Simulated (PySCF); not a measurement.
# H6LuN2 (Lu(NH3)23+): the cost of one run

Computed with PySCF 2.14.0. Level: PBE0, Lu lcecp-1-SVP with ECP60, N def2-SVP, H def2-SVP; scalar-relativistic core potentials, no spin–orbit coupling.

3 further runs of the same task are left out: 2 for a known fault of the program, 1 that didn't finish.

### Step 1. The starting structure

9 atoms, charge 3, spin multiplicity 1.

Bond lengths: Lu1–N2 2.445 Å, Lu1–N6 2.445 Å, N2–H3 1.020 Å, N2–H4 1.020 Å, N2–H5 1.020 Å, N6–H7 1.020 Å, N6–H8 1.020 Å, N6–H9 1.020 Å. Angles: N2–Lu1–N6 180.0°, Lu1–N2–H3 113.0°, Lu1–N2–H4 113.0°, Lu1–N2–H5 113.0°, H3–N2–H4 105.8°, H3–N2–H5 105.8°, H4–N2–H5 105.8°, Lu1–N6–H7 113.0°, Lu1–N6–H8 113.0°, Lu1–N6–H9 113.0°, H7–N6–H8 105.8°, H7–N6–H9 105.8°, H8–N6–H9 105.8°.

Coordinates:

```xyz
9
H6LuN2
Lu    0.0000    0.0000    0.0000
N     0.0000    0.0000    2.4450
H     0.8133    0.4696    2.8430
H    -0.8133    0.4696    2.8430
H     0.0000   -0.9392    2.8430
N     0.0000    0.0000   -2.4450
H     0.8133   -0.4696   -2.8430
H    -0.8133   -0.4696   -2.8430
H     0.0000    0.9392   -2.8430
```

Formal oxidation states: Lu +3. Each metal's 14 4f electrons lie in its core potential, so multiplicities, spins and levels count the valence alone.

### Step 2. SCF at the start, singlet

Contents of run.py (the lines that set the calculation):

```python
mol = gto.M(atom='''
Lu     0.00000     0.00000     0.00000
N      0.00000     0.00000     2.44500
H      0.81330     0.46960     2.84300
H     -0.81330     0.46960     2.84300
H      0.00000    -0.93920     2.84300
N      0.00000     0.00000    -2.44500
H      0.81330    -0.46960    -2.84300
H     -0.81330    -0.46960    -2.84300
H      0.00000     0.93920    -2.84300''',
    basis={'Lu': 'lcecp-1-SVP', 'N': 'def2-SVP', 'H': 'def2-SVP'},
    ecp={'Lu': 'lcecp-1-SVP'},
    charge=3, spin=0)
mf = dft.RKS(mol, xc='PBE0')
mf.grids.atom_grid = (50, 194)  # f atoms: unpruned, at least (60, 302)
mf = mf.density_fit()  # fitting sets: Lu AutoAux, N def2-universal-JKFIT, H def2-universal-JKFIT
mf.conv_tol = 1e-08; mf.max_cycle = 55
mf.kernel(dm0)  # dm0: free metal ions and neutral atoms
```

On the command line:

```sh
$ OMP_NUM_THREADS=2 python run.py
```

Q: Estimate wall time and peak memory on 2 threads of Intel Xeon 6975P-C (Granite Rapids), shared host.

About 2.6 s, with a peak of 0.57 GiB.
